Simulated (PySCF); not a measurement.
# Ru(2+): excitation energies in aug-cc-pVTZ-PP with ECP28

Aim: the excitation energy of ruthenium from differences of total energies, at each level of theory, and how far each lands from the tabulated value where there is one.

Program: PySCF 2.14.0. Level of theory: unrestricted determinants in a Gaussian basis, no spin-orbit coupling in the energies. These are calculated values, not measurements, unless marked.

## (1) The system

```
Element                                   : ruthenium (Z = 44)
Basis                                     : aug-cc-pVTZ-PP with ECP28MDF
Hamiltonian                               : scalar relativity through the core potential
State 1                                   : Ru(2+): [Kr] 4d5 5s1, high-spin 7S determinant (an excited configuration)
State 2                                   : Ru(2+): [Kr] 4d5 5p1, high-spin 7P determinant (an excited configuration)
Needed too, but not shown                 : Ru(2+) [Kr] 4d6 (5D)
Methods                                   : CCSD(T)
Core shells frozen in the correlated runs : valence: 4s2 4p6 (for Ru(2+))
```

The outer shells:

Ru2+ [Kr] 4d5 5s1
```
[Kr] core
4d [↑ ][↑ ][↑ ][↑ ][↑ ]
5s [↑ ]
```

Ru2+ [Kr] 4d5 5p1
```
[Kr] core
4d [↑ ][↑ ][↑ ][↑ ][↑ ]
5p [↑ ][  ][  ]
```

One driver process ran all states and methods and kept the integrals in memory. Each run is shown as a PySCF script that sums up its settings (the driver passes frozen orbitals as a list and adds second-order terms of double hybrids); the logs are those of the runs themselves. The driver starts from symmetry-adapted Hartree-Fock orbitals, holds the occupation by maximum overlap and uses a logarithmic radial grid for functionals, so a plain start would take other cycles.

The integrals over 88 functions and the set-up took 0.71 s of CPU time.

## (2) Ru(2+) [Kr] 4d5 5s1: CCSD(T) (valence)

Level: CCSD(T) (valence).

The input, input.py:

```python
from pyscf import gto, scf, dft, mp, cc
import basis_set_exchange as bse
txt = bse.get_basis("aug-cc-pVTZ-PP", elements=["Ru"], fmt="nwchem", header=False)
cut = txt.index("\nECP")
mol = gto.M(atom="Ru 0 0 0", charge=2, spin=6, symmetry="D2h",
            basis=gto.basis.parse(txt[:cut]),
            ecp={"Ru": gto.basis.parse_ecp(txt[cut:])})
mf = scf.UHF(mol)
mf.irrep_nelec = {'Ag': (4, 1), 'B1g': (1, 0), 'B2g': (1, 0), 'B3g': (1, 0), 'B1u': (1, 1), 'B2u': (1, 1), 'B3u': (1, 1)}
mf.kernel()
mycc = cc.CCSD(mf, frozen=4).run()
mycc.ccsd_t()
```

The program printed:

```text
CC2 = 0
CCSD nocc = (np.int64(6), np.int64(0)), nmo = (84, 84)
frozen orbitals [[0, 1, 2, 3], [0, 1, 2, 3]]
max_cycle = 100
direct = 0
conv_tol = 1e-08
conv_tol_normt = 1e-06
diis_space = 8
diis_start_cycle = 0
Init t2, MP2 energy = -0.0834077563756396
Init E_corr(UCCSD) = -0.0834077563770081
cycle = 1  E_corr(UCCSD) = -0.0895670595376573  dE = -0.00615930316  norm(t1,t2) = 0.0170209
cycle = 2  E_corr(UCCSD) = -0.0901916306274385  dE = -0.00062457109  norm(t1,t2) = 0.00428862
cycle = 3  E_corr(UCCSD) = -0.0903422522416938  dE = -0.000150621614  norm(t1,t2) = 0.00143135
cycle = 4  E_corr(UCCSD) = -0.090330228388115  dE = 1.20238536e-05  norm(t1,t2) = 7.40146e-05
cycle = 5  E_corr(UCCSD) = -0.0903303840307344  dE = -1.55642619e-07  norm(t1,t2) = 6.56821e-06
cycle = 6  E_corr(UCCSD) = -0.0903303779202122  dE = 6.11052214e-09  norm(t1,t2) = 5.13115e-07
UCCSD converged
E(UCCSD) = -93.03852606665143  E_corr = -0.09033037792021222
UCCSD(T) correction = -0.00141372330714517
```

It used 12 s of CPU time after the integrals (shared host).

CCSD correlation -0.09033 hartree, triples -0.00141; total -93.039940. T1 = 0.004, largest double amplitude 0.018.

## (3) Ru(2+) [Kr] 4d5 5p1: CCSD(T) (valence)

Level: CCSD(T) (valence).

Changes to input.py since step 2:

```diff
@@ -8,3 +8,3 @@
 mf = scf.UHF(mol)
-mf.irrep_nelec = {'Ag': (4, 1), 'B1g': (1, 0), 'B2g': (1, 0), 'B3g': (1, 0), 'B1u': (1, 1), 'B2u': (1, 1), 'B3u': (1, 1)}
+mf.irrep_nelec = {'Ag': (3, 1), 'B1g': (1, 0), 'B2g': (1, 0), 'B3g': (1, 0), 'B1u': (1, 1), 'B2u': (2, 1), 'B3u': (1, 1)}
 mf.kernel()
```

The program printed:

```text
CC2 = 0
CCSD nocc = (np.int64(6), np.int64(0)), nmo = (84, 84)
frozen orbitals [[0, 1, 2, 3], [0, 1, 2, 3]]
max_cycle = 100
direct = 0
conv_tol = 1e-08
conv_tol_normt = 1e-06
diis_space = 8
diis_start_cycle = 0
Init t2, MP2 energy = -0.077167735015104
Init E_corr(UCCSD) = -0.0771677350397054
cycle = 1  E_corr(UCCSD) = -0.0833645047491734  dE = -0.00619676971  norm(t1,t2) = 0.0197176
cycle = 2  E_corr(UCCSD) = -0.0840795931505631  dE = -0.000715088401  norm(t1,t2) = 0.0066356
cycle = 3  E_corr(UCCSD) = -0.0843224506493322  dE = -0.000242857499  norm(t1,t2) = 0.00303638
cycle = 4  E_corr(UCCSD) = -0.0842915910213046  dE = 3.0859628e-05  norm(t1,t2) = 0.000805543
cycle = 5  E_corr(UCCSD) = -0.0843060851591865  dE = -1.44941379e-05  norm(t1,t2) = 0.000251562
cycle = 6  E_corr(UCCSD) = -0.0843056819271794  dE = 4.03232007e-07  norm(t1,t2) = 1.76274e-05
cycle = 7  E_corr(UCCSD) = -0.0843057226253511  dE = -4.06981717e-08  norm(t1,t2) = 2.78666e-06
cycle = 8  E_corr(UCCSD) = -0.0843057077250497  dE = 1.49003014e-08  norm(t1,t2) = 8.7412e-07
cycle = 9  E_corr(UCCSD) = -0.0843057125251371  dE = -4.8000874e-09  norm(t1,t2) = 2.86601e-07
UCCSD converged
E(UCCSD) = -92.81439509203554  E_corr = -0.08430571252513715
UCCSD(T) correction = -0.00119516736801343
```

CPU time 13 s on a shared host, the integrals not counted.

CCSD correlation -0.08431 hartree, triples -0.00120; total -92.815590. T1 = 0.006, largest double amplitude 0.026.

## (4) Differences of total energies

Excitation energy: Ru(2+) [Kr] 4d6 (5D) → Ru(2+) [Kr] 4d5 5s1 (7S).

| method | value (eV) | less CCSD(T) (valence) (eV) |
| --- | --- | --- |
| UHF | 2.436 | -0.641 |
| MP2 (valence) | 3.075 | -0.002 |
| SCS-MP2 (valence) | 3.730 | +0.653 |
| CCSD (valence) | 3.052 | -0.025 |
| CCSD(T) (valence) | 3.077 | +0.000 |

Excitation energy: Ru(2+) [Kr] 4d6 (5D) → Ru(2+) [Kr] 4d5 5p1 (7P).

| method | value (eV) | less CCSD(T) (valence) (eV) |
| --- | --- | --- |
| UHF | 8.371 | -0.811 |
| MP2 (valence) | 9.180 | -0.002 |
| SCS-MP2 (valence) | 9.722 | +0.540 |
| CCSD (valence) | 9.151 | -0.031 |
| CCSD(T) (valence) | 9.182 | +0.000 |

The differences also use runs on Ru(2+) [Kr] 4d6 (5D), which are not shown here. The runs at UHF, MP2 (valence) are not shown; their differences are listed all the same.

## (5) Results

```
                                quantity                                  value
excitation energy, Ru(2+) → [Kr] 4d5 5s1  UHF 2.436, CCSD(T) (valence) 3.077 eV
excitation energy, Ru(2+) → [Kr] 4d5 5p1  UHF 8.371, CCSD(T) (valence) 9.182 eV
```

Each level's miss (mean over 2 differences):

| method | mean absolute miss against CCSD(T) (valence) (eV) |
| --- | --- |
| UHF | 0.726 |
| MP2 (valence) | 0.002 |
| SCS-MP2 (valence) | 0.597 |
| CCSD (valence) | 0.028 |
| CCSD(T) (valence) | 0.000 |

For the first difference the methods span 1.294 eV, from UHF (2.436) to SCS-MP2 (valence) (3.730). No reference value is at hand in this session. The basis is finite, and no extrapolation was made.
